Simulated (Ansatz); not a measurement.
**CH₂ISi−: single points off equilibrium**

An exercise on one series of results from a longer session: the logs are not shown, and one member is left open.

Computed with Ansatz 0.2.0, Gaussian basis. Level: single points in def2-TZVPPD.

Correlated methods freeze the cores. Filled d shells of the heavier atoms are correlated. Core potentials replace the inner electrons past krypton, and spin-orbit coupling is left out. B3LYP uses VWN-RPA correlation.

## The system as given

5 atoms, charge -1, spin multiplicity 1.

Atoms are counted from 1 here; the program's logs count them from 0.

Bond lengths: C1–Si2 1.863 Å, C1–H4 0.931 Å, Si2–H5 1.440 Å. Angles: Si2–C1–H4 117.5°, C1–Si2–H5 162.4°.

Geometry (Å):

```xyz
5

C    -1.3504   -0.2782   -0.4359
Si    0.3079    0.4088    0.0636
I     1.5440   -1.8486    1.2478
H    -1.8902    0.2539   -0.9766
H     1.4761    1.2452    0.1538
```

Set-up of the first run:

run/in.yaml reads:

```yaml
crystal:
  periodic: [false, false, false]
  atoms:
    - {symbol: C, position_ang: [-1.350400, -0.278200, -0.435900]}
    - {symbol: Si, position_ang: [0.307900, 0.408800, 0.063600]}
    - {symbol: I, position_ang: [1.544000, -1.848600, 1.247800]}
    - {symbol: H, position_ang: [-1.890200, 0.253900, -0.976600]}
    - {symbol: H, position_ang: [1.476100, 1.245200, 0.153800]}
basis:
  gaussian: {orbitals: "def2-TZVPPD.json"}
total_charge: -1
correlation: {method: ccsd_t}
output: {forces: true}
```

The basis file named in the input lies beside it (Basis Set Exchange, JSON).

No record of the launch command was kept for these runs.

Steps of the session up to this table: CCSD(T)/def2-TZVPPD; PBE0-D4/def2-TZVPPD; wB97M-V/def2-TZVPPD; r2SCAN-D4/def2-TZVPPD; PBE-D4/def2-TZVPPD; B3LYP-D4/def2-TZVPPD; HSE06-D4/def2-TZVPPD.

One of the session's tables, all rows but one given; the rest of the session is left out.

| method | RMS force component (eV/Å) | angle to CCSD(T) forces (°) |
| --- | --- | --- |
| CCSD(T) | 3.895 | reference |
| PBE0-D4 | ? | ? |
| wB97M-V | 3.999 | 3.8 |
| r2SCAN-D4 | 3.988 | 2.5 |
| PBE-D4 | 4.009 | 1.6 |
| B3LYP-D4 | 3.891 | 2.4 |
| HSE06-D4 | 4.035 | 2.8 |

**Question.** Estimate the row for PBE0-D4.

As computed: RMS force component (eV/Å): 4.038; angle to CCSD(T) forces (°): 2.9. In the column «RMS force component (eV/Å)» it is the highest.
